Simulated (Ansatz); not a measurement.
# C8H16HfN2O: the cost of one run

The runs use Ansatz 0.2.0, Gaussian basis; one geometry, several basis sets.

The runs, in order: PBE0-D4/def2-SVP; ωB97M-V/def2-SVP; PBE0-D4/def2-QZVPP; ωB97M-V/def2-QZVPP; the functionals' def2-TZVPP values are taken from earlier runs.

## 1. The relaxed structure

An earlier PBE0-D4 in a triple-zeta def2 set relaxation fixed the geometry. Hf takes the def2 core potential; no spin-orbit term is included.

SMILES `C[O][Hf]1234([NH2])([N](C)C)[C@H]5[C@@H]1[C@@H]2[C@@H]3[C@H]54`, 28 atoms, charge 0, spin multiplicity 1.

Atoms are counted from 1 here; the program's logs count them from 0.

Bond lengths: C1–O2 1.382 Å, C1–H13 1.097 Å, C1–H14 1.097 Å, C1–H15 1.098 Å, O2–Hf3 1.932 Å, Hf3–N4 2.058 Å, Hf3–N5 2.052 Å, Hf3–C8 2.517 Å, Hf3–C9 2.519 Å, Hf3–C10 2.550 Å, Hf3–C11 2.578 Å, Hf3–C12 2.568 Å, N4–H16 1.007 Å, N4–H17 1.011 Å, N5–C6 1.440 Å, N5–C7 1.440 Å, C6–H18 1.101 Å, C6–H19 1.103 Å and more. Angles: O2–C1–H13 110.6°, O2–C1–H14 111.0°, O2–C1–H15 111.4°, H13–C1–H14 107.9°, H13–C1–H15 107.8°, H14–C1–H15 108.0°, C1–O2–Hf3 162.6°, O2–Hf3–N4 110.2°, O2–Hf3–N5 101.0°, O2–Hf3–C8 96.5°, O2–Hf3–C9 128.4°, O2–Hf3–C10 141.6°, O2–Hf3–C11 112.7°, O2–Hf3–C12 88.7°, N4–Hf3–N5 101.9°, N4–Hf3–C8 136.4°, N4–Hf3–C9 116.0°, N4–Hf3–C10 85.9° and more.

## 2. PBE0-D4 in def2-SVP

File in.yaml:

```yaml
crystal:
  periodic: [false, false, false]
  atoms:
    - {symbol: C, position_ang: [-1.370994, -1.507772, -2.699808]}
    - {symbol: O, position_ang: [-1.060913, -0.848613, -1.524823]}
    - {symbol: Hf, position_ang: [-0.254430, -0.376225, 0.166408]}
    - {symbol: N, position_ang: [-1.394001, -1.094602, 1.722813]}
    - {symbol: N, position_ang: [-0.652514, 1.635030, 0.242608]}
    - {symbol: C, position_ang: [-0.495558, 2.387208, 1.460803]}
    - {symbol: C, position_ang: [-0.926574, 2.487401, -0.884802]}
    - {symbol: C, position_ang: [2.137341, -0.584029, -0.589344]}
    - {symbol: C, position_ang: [2.176919, 0.038854, 0.680014]}
    - {symbol: C, position_ang: [1.759326, -0.906599, 1.637831]}
    - {symbol: C, position_ang: [1.472466, -2.116204, 0.963245]}
    - {symbol: C, position_ang: [1.715853, -1.919330, -0.408635]}
    - {symbol: H, position_ang: [-1.721126, -0.798591, -3.459459]}
    - {symbol: H, position_ang: [-2.164451, -2.247217, -2.538237]}
    - {symbol: H, position_ang: [-0.496515, -2.032264, -3.107432]}
    - {symbol: H, position_ang: [-1.171379, -1.792018, 2.414917]}
    - {symbol: H, position_ang: [-2.363090, -0.828125, 1.834364]}
    - {symbol: H, position_ang: [-1.393831, 2.983717, 1.683556]}
    - {symbol: H, position_ang: [0.353206, 3.089270, 1.412987]}
    - {symbol: H, position_ang: [-0.333045, 1.720628, 2.312854]}
    - {symbol: H, position_ang: [-1.068095, 1.895334, -1.791759]}
    - {symbol: H, position_ang: [-1.841585, 3.079313, -0.727175]}
    - {symbol: H, position_ang: [-0.110995, 3.204827, -1.072364]}
    - {symbol: H, position_ang: [2.388399, -0.118860, -1.532121]}
    - {symbol: H, position_ang: [2.461271, 1.062252, 0.875855]}
    - {symbol: H, position_ang: [1.662745, -0.734690, 2.699733]}
    - {symbol: H, position_ang: [1.118663, -3.028958, 1.419724]}
    - {symbol: H, position_ang: [1.572929, -2.649757, -1.191753]}
basis:
  gaussian: {orbitals: def2-SVP}
hamiltonian: {xc: pbe0, dispersion: d4}
output: {orbitals: {seedname: orbitals}}
```

Run with:

```bash
$ ansatz run in.yaml --threads 11 --pin off --events-out ev --progress --plain --max-ram 174080MiB --backend cpu
```

Q: Estimate wall time and peak memory on 11 threads of AMD EPYC 7R13, shared host.

About 3.8 s, with a peak of 1.6 GiB.
